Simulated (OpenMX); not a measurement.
The system is NbSi.

```
CELL_PARAMETERS angstrom
0.00000 2.57383 2.57383
2.57383 0.00000 2.57383
2.57383 2.57383 0.00000
ATOMIC_POSITIONS crystal
Nb 0.00000 0.00000 0.00000
Si 0.50000 0.50000 0.50000
```

The cell was built by a generator and needn't be a form met in nature.

Base run:

```yaml
Program: OpenMX 3.8.5
Functional: PBE
Dispersion: D3(BJ)
Potentials_or_basis: OpenMX 2013 PBE set, Nb7.0-s3p2d2, Si7.0-s2p2d1, grid cutoff 400 Ry
k_mesh: 7 × 7 × 7
Occupations: fermi-dirac, width 0.05 eV
Spin: no spin polarisation
```

Its results: band gap on the k mesh none (metal or under the smearing width); pressure -4.0 GPa.

Question: The run is repeated on the same cell with these changes: dispersion from D3(BJ) to none. What comes out?

Answer: Band gap on the k mesh none (metal or under the smearing width); pressure 1.3 GPa.

Dispersion adds attraction, which lowers the pressure at fixed volume and, as a term added to the energy, leaves the levels alone.

Caveats: the basis of atomic orbitals isn't converged, which shifts pressures, moduli and gaps; pairwise dispersion overbinds metals, which lowers pressure and volume (some runs).
